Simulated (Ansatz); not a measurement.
# doublet CH6O2Si+ at 6 levels

We compute a comparison of 6 runs (U-revPBE/cc-pVDZ, U-wB97M-V/cc-pVDZ, U-wB97X/cc-pVDZ, UBHLYP/cc-pVDZ, UCAM-B3LYP/cc-pVDZ, RPA@PBE0/cc-pVDZ) of doublet CH6O2Si+. 

The calculation is run with Ansatz 0.2.0.

59 further runs of the same task are left out: 59 set aside as unsound or not needed.

## 1. The system as given

The species is CH6O2Si+ (10 atoms), meant as a doublet with charge +1. As SMILES of the parent species, `C[SiH](O)O`. The coordinates come from a PBE0-D4/def2-TZVP relaxation. This is one conformer, not always the lowest. That shape belongs to the parent species and isn't relaxed for this state.

Bond lengths: C1–Si2 1.852 Å, Si2–O3 1.647 Å, Si2–O4 1.646 Å, C1–H5 1.093 Å, C1–H6 1.093 Å, C1–H7 1.092 Å, Si2–H8 1.484 Å, O3–H9 0.958 Å, O4–H10 0.958 Å. Some angles: C1–Si2–O3 105.2°, C1–Si2–O4 112.8°, O3–Si2–O4 112.2°, C1–Si2–H8 113.0°, O3–Si2–H8 110.8°, O4–Si2–H8 103.1°, Si2–C1–H5 111.0°, Si2–C1–H6 110.6°, Si2–C1–H7 110.8°, Si2–O3–H9 117.2°.

## 2. A single-point energy at U-revPBE/cc-pVDZ (run 1)

input.yaml

```yaml
crystal:
  periodic: [false, false, false]
  atoms:
    - {symbol: C, position_ang: [-1.293000, 0.347800, -0.146400]}
    - {symbol: Si, position_ang: [0.517500, 0.180000, 0.206800]}
    - {symbol: O, position_ang: [0.650400, -1.156000, 1.160800]}
    - {symbol: O, position_ang: [1.425000, 0.058500, -1.161600]}
    - {symbol: H, position_ang: [-1.681100, -0.549800, -0.635600]}
    - {symbol: H, position_ang: [-1.853400, 0.489100, 0.780800]}
    - {symbol: H, position_ang: [-1.484400, 1.203800, -0.797400]}
    - {symbol: H, position_ang: [1.088600, 1.369900, 0.884700]}
    - {symbol: H, position_ang: [1.521500, -1.366900, 1.499800]}
    - {symbol: H, position_ang: [1.192100, -0.627600, -1.788900]}
basis:
  gaussian:
    orbitals: cc-pVDZ
total_charge: 1
magnetization:
  spin_polarized: true
  initial_magnetization: 1
hamiltonian:
  xc: {name: revPBE}
accuracy: high
output:
  orbitals: {seedname: orbitals}
```

On the command line:

```
ansatz run input.yaml --threads 1 --pin off --max-ram 3480MiB --events-out events.jsonl --progress --plain --runs-dir runs
```

Log:

```text
Warning: RAYON_NUM_THREADS=1 ignored (pool sized by the plan → 1); use --threads N
Functional definition: revPBE
  name "revPBE"
  parameter kappa = 1.245
  parameter beta = 0.06672455060314922
  exchange = pbe_x(kappa = kappa, mu = beta*pi^2/3)
  correlation = pbe_c(beta = beta)
2098 factors; integrals over basis functions are off by at most 3.5e-9 eV
mean field evaluation 1: about -13068.6284 eV, gradient 8.2e1 eV
mean field evaluation 2: about -12956.1883 eV, gradient 1.7e2 eV
mean field evaluation 4: about -13088.6185 eV, gradient 3.7e1 eV
mean field evaluation 8: about -13095.5191 eV, gradient 2.4e0 eV
mean field evaluation 16: about -13095.5475 eV, gradient 3.3e-3 eV
mean field evaluation 32: about -13094.7983 eV, gradient 5.4e0 eV
mean field -13095.54745713 eV, -481.2524925685 hartree, gradient 7.3e-8 eV, S^2 0.752582; 5 other end points of the search recorded, 0 dependent functions left out
reference -13095.54746143 eV, -481.2524927266 hartree; 21, 20 occupied and 69, 70 virtual orbitals, 2098 factors
Total energy: -13095.54746143 eV, -481.2524927266 hartree
```

It took 17 s on 1 thread of Arm Neoverse V2, shared host; peak memory 0.31 GiB.

## 3. A single-point energy at U-wB97M-V/cc-pVDZ (run 2)

molecule.yaml

```yaml
crystal:
  periodic: [false, false, false]
  atoms:
    - {symbol: C, position_ang: [-1.293000, 0.347800, -0.146400]}
    - {symbol: Si, position_ang: [0.517500, 0.180000, 0.206800]}
    - {symbol: O, position_ang: [0.650400, -1.156000, 1.160800]}
    - {symbol: O, position_ang: [1.425000, 0.058500, -1.161600]}
    - {symbol: H, position_ang: [-1.681100, -0.549800, -0.635600]}
    - {symbol: H, position_ang: [-1.853400, 0.489100, 0.780800]}
    - {symbol: H, position_ang: [-1.484400, 1.203800, -0.797400]}
    - {symbol: H, position_ang: [1.088600, 1.369900, 0.884700]}
    - {symbol: H, position_ang: [1.521500, -1.366900, 1.499800]}
    - {symbol: H, position_ang: [1.192100, -0.627600, -1.788900]}
basis:
  gaussian:
    orbitals: cc-pVDZ
total_charge: 1
magnetization:
  spin_polarized: true
  initial_magnetization: 1
hamiltonian:
  xc: {name: wB97M-V}
accuracy: high
output: {orbitals: {seedname: orbitals}}
```

On the command line:

```
ansatz run molecule.yaml --threads 1 --pin off --max-ram 3480MiB --events-out events.jsonl --progress --plain --runs-dir runs
```

Log (excerpt; [...] marks lines left out):

```text
Warning: RAYON_NUM_THREADS=1 ignored (pool sized by the plan → 1); use --threads N
Functional definition: wB97M-V
  name "wB97M-V"
[...]
  gx(w, u) = 1 - cx + cx01*u + cx10*w
  gss(w, u) = css00 + css04*u^4 + css10*w + css20*w^2 + css43*w^4*u^3
  gos(w, u) = cos00 + cos10*w + (cos20 + cos21*u)*w^2 + (cos60 + cos61*u)*w^6
[...]
      + integral(e_c_pw_mod_opposite_spin*gos(b97_w_opposite, b97_u_opposite)) + vv10(b, c)
2098 factors; integrals over basis functions are off by at most 3.5e-9 eV
377 factors; integrals over basis functions are off by at most 2.3e-9 eV
[...]
mean field -13095.74364145 eV, -481.2597022095 hartree, gradient 9.9e-8 eV, S^2 0.757439; 4 other end points of the search recorded, 0 dependent functions left out
reference -13095.74364580 eV, -481.2597023694 hartree; 21, 20 occupied and 69, 70 virtual orbitals, 2098 factors
Total energy: -13095.74364580 eV, -481.2597023694 hartree
```

Wall time 4 min (1 thread of Arm Neoverse V2, shared host); peak memory 1.1 GiB.

Runs 3 to 4 aren't shown in full; the table further down has their settings and results.

## 4. The energy at UCAM-B3LYP/cc-pVDZ (run 5)

input.yaml, as its differences from that of step 2:

```diff
@@ -14,12 +14,7 @@
 basis:
-  gaussian:
-    orbitals: cc-pVDZ
+  gaussian: {orbitals: cc-pVDZ}
 total_charge: 1
-magnetization:
-  spin_polarized: true
-  initial_magnetization: 1
-hamiltonian:
-  xc: {name: revPBE}
+magnetization: {spin_polarized: true, initial_magnetization: 1}
+hamiltonian: {xc: {name: CAM-B3LYP}}
 accuracy: high
-output:
-  orbitals: {seedname: orbitals}
+output: {orbitals: {seedname: orbitals}}
```

On the command line:

```
ansatz run input.yaml --threads 1 --pin off --max-ram 3480MiB --events-out events.jsonl --progress --plain --runs-dir runs
```

Log (excerpt; [...] marks lines left out):

```text
Warning: RAYON_NUM_THREADS=1 ignored (pool sized by the plan → 1); use --threads N
Functional definition: CAM-B3LYP
  name "CAM-B3LYP"
[...]
2098 factors; integrals over basis functions are off by at most 3.5e-9 eV
421 factors; integrals over basis functions are off by at most 2.5e-9 eV
[...]
mean field -13096.41688982 eV, -481.2844436307 hartree, gradient 3.9e-8 eV, S^2 0.759544; 4 other end points of the search recorded, 0 dependent functions left out
reference -13096.41690884 eV, -481.2844443296 hartree; 21, 20 occupied and 69, 70 virtual orbitals, 2098 factors
Total energy: -13096.41690884 eV, -481.2844443296 hartree
```

Wall time 32 s (1 thread of Arm Neoverse V2, shared host); peak memory 0.49 GiB.

## 5. A single-point energy at RPA@PBE0/cc-pVDZ (run 6)

molecule.yaml, as its differences from that of step 3:

```diff
@@ -14,11 +14,7 @@
 basis:
-  gaussian:
-    orbitals: cc-pVDZ
+  gaussian: {orbitals: cc-pVDZ}
 total_charge: 1
-magnetization:
-  spin_polarized: true
-  initial_magnetization: 1
-hamiltonian:
-  xc: {name: wB97M-V}
+magnetization: {spin_polarized: true, initial_magnetization: 1}
+hamiltonian: {xc: pbe0}
+correlation: {method: rpa, frozen_orbitals: {C: 1, H: 0, O: 1, Si: 5}}
 accuracy: high
-output: {orbitals: {seedname: orbitals}}
```

On the command line:

```
ansatz run molecule.yaml --threads 1 --pin off --max-ram 3480MiB --events-out events.jsonl --progress --plain --runs-dir runs
```

Log (excerpt; [...] marks lines left out):

```text
Warning: RAYON_NUM_THREADS=1 ignored (pool sized by the plan → 1); use --threads N
Functional definition: PBE0
  name "PBE0"
[...]
2098 factors; integrals over basis functions are off by at most 3.5e-9 eV
[...]
mean field -13089.50524121 eV, -481.0304452291 hartree, gradient 9.0e-8 eV, S^2 0.757657; 6 other end points of the search recorded, 0 dependent functions left out
8 core orbitals not correlated: weight in the atoms' cores, before any rotation towards them, 1.000 or more for the frozen orbitals, at most 0.000 for the correlated occupied ones
reference -13053.25936419 eV, -479.6984338171 hartree; 13, 12 occupied and 69, 70 virtual orbitals, 2098 factors
Total energy: -13078.07005878 eV, -480.6102100259 hartree
```

It took 44 s on 1 thread of Arm Neoverse V2, shared host; peak memory 0.59 GiB.

## 6. Overview of the runs

| run | level | frozen core orbitals | energy (Eh) | HOMO energy (eV) | LUMO energy (eV) | ⟨S²⟩ | wall time |
| --- | --- | --- | --- | --- | --- | --- | --- |
| 1 | U-revPBE/cc-pVDZ | – | -481.252493 | -13.67 | -13.22 | 0.753 | 17 s |
| 2 | U-wB97M-V/cc-pVDZ | – | -481.259702 | -17.20 | -11.02 | 0.757 | 4 min |
| 3 | U-wB97X/cc-pVDZ | – | -481.297979 | -17.23 | -10.99 | 0.760 | 2 min |
| 4 | UBHLYP/cc-pVDZ | – | -481.251419 | -16.11 | -12.12 | 0.765 | 26 s |
| 5 | UCAM-B3LYP/cc-pVDZ | – | -481.284444 | -16.24 | -11.84 | 0.760 | 32 s |
| 6 | RPA@PBE0/cc-pVDZ | 8 | -480.610210 | – | – | 0.758 | 44 s |

## 7. Results

| quantity | value |
| --- | --- |
| run 6: total energy | -480.61021 Eh |
| run 6: RPA correlation energy (valence) | -911.8 mEh |
| run 6: ⟨S²⟩ of the reference determinant | 0.758 |

What this shows: Totals of different functionals can't be ranked against each other. All runs together took 8 min, the longest 4 min.
